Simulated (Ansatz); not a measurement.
# CH5FInNSi: how energies converge with the basis set

Aim: see how fast density functionals converge with the basis set for CH5FInNSi.

Computed with Ansatz 0.2.0, Gaussian basis. Level: one geometry, several basis sets.

The runs, in order: PBE0-D4/def2-SVP; ωB97M-V/def2-SVP; PBE0-D4/def2-QZVPP; ωB97M-V/def2-QZVPP; the functionals' def2-TZVPP values are taken from earlier runs.

## 1. Structure used throughout

An earlier PBE0-D4 in a triple-zeta def2 set relaxation fixed the geometry. In takes the def2 core potential; no spin-orbit term is included.

10 atoms, charge 0, spin multiplicity 1.

Atoms are counted from 1 here; the program's logs count them from 0.

Bond lengths: F1–In2 1.936 Å, In2–C3 2.165 Å, In2–N5 2.060 Å, C3–Si4 1.894 Å, C3–H6 1.090 Å, C3–H7 1.090 Å, Si4–N5 1.723 Å, Si4–H8 1.493 Å, Si4–H9 1.493 Å, N5–H10 1.007 Å. Angles: F1–In2–C3 154.2°, F1–In2–N5 125.9°, C3–In2–N5 79.9°, In2–C3–Si4 87.4°, In2–C3–H6 112.7°, In2–C3–H7 112.5°, Si4–C3–H6 116.8°, Si4–C3–H7 116.7°, H6–C3–H7 109.3°, C3–Si4–N5 97.1°, C3–Si4–H8 111.1°, C3–Si4–H9 111.2°, N5–Si4–H8 115.1°, N5–Si4–H9 115.0°, H8–Si4–H9 107.2°, In2–N5–Si4 95.6°, In2–N5–H10 136.9°, Si4–N5–H10 127.5°.

## 2. PBE0-D4 in def2-SVP

in.yaml

```yaml
crystal:
  periodic: [false, false, false]
  atoms:
    - {symbol: F, position_ang: [0.741476, -1.474584, -3.181376]}
    - {symbol: In, position_ang: [0.485626, -0.746406, -1.406308]}
    - {symbol: C, position_ang: [1.032172, -0.412585, 0.661300]}
    - {symbol: Si, position_ang: [-0.558063, 0.602889, 0.828497]}
    - {symbol: N, position_ang: [-1.101665, 0.416116, -0.795673]}
    - {symbol: H, position_ang: [1.086735, -1.337493, 1.235724]}
    - {symbol: H, position_ang: [1.972292, 0.130091, 0.762356]}
    - {symbol: H, position_ang: [-1.459213, 0.022497, 1.867283]}
    - {symbol: H, position_ang: [-0.259931, 2.007037, 1.237509]}
    - {symbol: H, position_ang: [-1.939439, 0.792451, -1.209312]}
basis:
  gaussian: {orbitals: def2-SVP}
hamiltonian: {xc: pbe0, dispersion: d4}
output: {orbitals: {seedname: orbitals}}
```

Started as:

```bash
ansatz run in.yaml --threads 4 --pin off --events-out ev --progress --plain --max-ram 10444MiB
```

Standard output:

```text
Functional definition: PBE0
  name "PBE0"
  cite "Adamo & Barone, J. Chem. Phys. 110, 6158 (1999) doi:10.1063/1.478522"
  cite "Perdew, Burke & Ernzerhof, Phys. Rev. Lett. 77, 3865 (1996) doi:10.1103/PhysRevLett.77.3865"
  parent pbe
  parameter a = 0.25
  parameter kappa = 0.804
  parameter beta = 0.06672455060314922
  exchange = (1 - a)*pbe_x(kappa = kappa, mu = beta*pi^2/3) + a*exact_x
  correlation = pbe_c(beta = beta)
1180 factors; integrals over basis functions are off by at most 1.1e-3 eV
mean field evaluation 1: about -18349.1710 eV, gradient 7.7e1 eV
mean field evaluation 2: about -18315.9162 eV, gradient 1.3e2 eV
mean field evaluation 4: about -18361.7237 eV, gradient 1.1e1 eV
mean field evaluation 8: about -18362.0643 eV, gradient 8.0e-1 eV
mean field evaluation 16: about -18362.0659 eV, gradient 1.4e-4 eV
mean field -18362.06588967 eV, -674.7934751902 hartree, gradient 4.0e-5 eV, S^2 0.000000; 0 other end points of the search recorded, 0 dependent functions left out
reference -18362.06592855 eV, -674.7934766191 hartree; 31, 31 occupied and 80, 80 virtual orbitals, 1180 factors
Total energy: -18362.27163159 eV, -674.8010360661 hartree
```

Wall time 1.4 s (4 threads of Arm Neoverse V2, shared host); peak memory 0.25 GiB.

## 3. ωB97M-V in def2-SVP

Changes to in.yaml since step 2:

```diff
@@ -15,3 +15,3 @@
   gaussian: {orbitals: def2-SVP}
-hamiltonian: {xc: pbe0, dispersion: d4}
+hamiltonian: {xc: {name: wB97M-V}}
 output: {orbitals: {seedname: orbitals}}
```

The command is unchanged.

Standard output (excerpt; [...] marks lines left out):

```text
Functional definition: wB97M-V
  name "wB97M-V"
  cite "Mardirossian & Head-Gordon, J. Chem. Phys. 144, 214110 (2016) doi:10.1063/1.4952647"
  cite "Becke, J. Chem. Phys. 107, 8554 (1997) doi:10.1063/1.475007"
  cite "Vydrov & Van Voorhis, J. Chem. Phys. 133, 244103 (2010) doi:10.1063/1.3521275"
  # Of w^i u^j: cxij and so on, Table III.
[...]
  gx(w, u) = 1 - cx + cx01*u + cx10*w
  gss(w, u) = css00 + css04*u^4 + css10*w + css20*w^2 + css43*w^4*u^3
  gos(w, u) = cos00 + cos10*w + (cos20 + cos21*u)*w^2 + (cos60 + cos61*u)*w^6
[...]
      + integral(e_c_pw_mod_opposite_spin*gos(b97_w_opposite, b97_u_opposite)) + vv10(b, c)
1180 factors; integrals over basis functions are off by at most 1.1e-3 eV
338 factors; integrals over basis functions are off by at most 5.3e-6 eV
[...]
mean field -18367.10157787 eV, -674.9785333181 hartree, gradient 1.6e-5 eV, S^2 0.000000; 0 other end points of the search recorded, 0 dependent functions left out
reference -18367.10163827 eV, -674.9785355376 hartree; 31, 31 occupied and 80, 80 virtual orbitals, 1180 factors
Total energy: -18367.10163827 eV, -674.9785355376 hartree
```

Wall time 6 s (4 threads of Arm Neoverse V2, shared host); peak memory 0.38 GiB.

## 4. PBE0-D4 in def2-QZVPP

Changes to in.yaml since step 3:

```diff
@@ -14,4 +14,4 @@
 basis:
-  gaussian: {orbitals: def2-SVP}
-hamiltonian: {xc: {name: wB97M-V}}
+  gaussian: {orbitals: "def2-QZVPP.json"}
+hamiltonian: {xc: pbe0, dispersion: d4}
 output: {orbitals: {seedname: orbitals}}
```

Launched as before.

Standard output:

```text
Functional definition: PBE0
  name "PBE0"
  cite "Adamo & Barone, J. Chem. Phys. 110, 6158 (1999) doi:10.1063/1.478522"
  cite "Perdew, Burke & Ernzerhof, Phys. Rev. Lett. 77, 3865 (1996) doi:10.1103/PhysRevLett.77.3865"
  parent pbe
  parameter a = 0.25
  parameter kappa = 0.804
  parameter beta = 0.06672455060314922
  exchange = (1 - a)*pbe_x(kappa = kappa, mu = beta*pi^2/3) + a*exact_x
  correlation = pbe_c(beta = beta)
1720 factors; their error is unknown
mean field evaluation 1: about -18354.8977 eV, gradient 9.4e1 eV
mean field evaluation 2: about -18302.1571 eV, gradient 1.6e2 eV
mean field evaluation 4: about -18371.7990 eV, gradient 1.8e1 eV
mean field evaluation 8: about -18372.3432 eV, gradient 1.7e-1 eV
mean field evaluation 16: about -18372.3980 eV, gradient 1.8e-4 eV
mean field -18372.39798819 eV, -675.1731728073 hartree, gradient 6.8e-5 eV, S^2 0.000000; 0 other end points of the search recorded, 0 dependent functions left out
reference -18372.39803491 eV, -675.1731745242 hartree; 31, 31 occupied and 442, 442 virtual orbitals, 1720 factors
Total energy: -18372.60373794 eV, -675.1807339712 hartree
```

It took 9 s on 4 threads of Arm Neoverse V2, shared host; peak memory 1.9 GiB.

## 5. ωB97M-V in def2-QZVPP

Changes to in.yaml since step 4:

```diff
@@ -15,3 +15,3 @@
   gaussian: {orbitals: "def2-QZVPP.json"}
-hamiltonian: {xc: pbe0, dispersion: d4}
+hamiltonian: {xc: {name: wB97M-V}}
 output: {orbitals: {seedname: orbitals}}
```

Same command.

Standard output (excerpt; [...] marks lines left out):

```text
Functional definition: wB97M-V
  name "wB97M-V"
  cite "Mardirossian & Head-Gordon, J. Chem. Phys. 144, 214110 (2016) doi:10.1063/1.4952647"
  cite "Becke, J. Chem. Phys. 107, 8554 (1997) doi:10.1063/1.475007"
  cite "Vydrov & Van Voorhis, J. Chem. Phys. 133, 244103 (2010) doi:10.1063/1.3521275"
  # Of w^i u^j: cxij and so on, Table III.
[...]
  gx(w, u) = 1 - cx + cx01*u + cx10*w
  gss(w, u) = css00 + css04*u^4 + css10*w + css20*w^2 + css43*w^4*u^3
  gos(w, u) = cos00 + cos10*w + (cos20 + cos21*u)*w^2 + (cos60 + cos61*u)*w^6
[...]
      + integral(e_c_pw_mod_opposite_spin*gos(b97_w_opposite, b97_u_opposite)) + vv10(b, c)
1660 factors; their error is unknown
398 factors; integrals over basis functions are off by at most 1.2e-5 eV
[...]
mean field -18377.60633403 eV, -675.3645759865 hartree, gradient 4.6e-5 eV, S^2 0.000000; 0 other end points of the search recorded, 0 dependent functions left out
reference -18377.60641043 eV, -675.3645787942 hartree; 31, 31 occupied and 442, 442 virtual orbitals, 1660 factors
Total energy: -18377.60641043 eV, -675.3645787942 hartree
```

It took 21 s on 4 threads of Arm Neoverse V2, shared host; peak memory 2.2 GiB.

## 6. Density functionals: the series

The def2-TZVPP values come from earlier runs at the same geometry.

```csv
functional,basis,functions,energy (eV),from the largest (eV),HOMO (eV),LUMO (eV)
PBE0-D4,def2-SVP,111,-18362.2716,10.332,-7.07,-1.59
PBE0-D4,def2-TZVPP,255,-18371.9642,0.640,-7.22,-1.75
PBE0-D4,def2-QZVPP,473,-18372.6037,0.000,-7.25,-1.80
ωB97M-V,def2-SVP,111,-18367.1016,10.505,-9.32,0.30
ωB97M-V,def2-TZVPP,255,-18377.0107,0.596,-9.50,0.01
ωB97M-V,def2-QZVPP,473,-18377.6064,0.000,-9.54,-0.15
```

## 7. Outcome

| quantity | value |
| --- | --- |
| PBE0-D4: double and triple zeta above quadruple | 10.33, 0.64 eV |
| ωB97M-V: double and triple zeta above quadruple | 10.50, 0.60 eV |

**Reading.** For PBE0-D4 the step from double to triple zeta gains 9.69 eV and the next only 0.64 eV. Total energies overstate the basis error of differences, where much of it tends to cancel.

For PBE0-D4 the largest set took about 7 times as long as the smallest (9 s against 1.4 s).
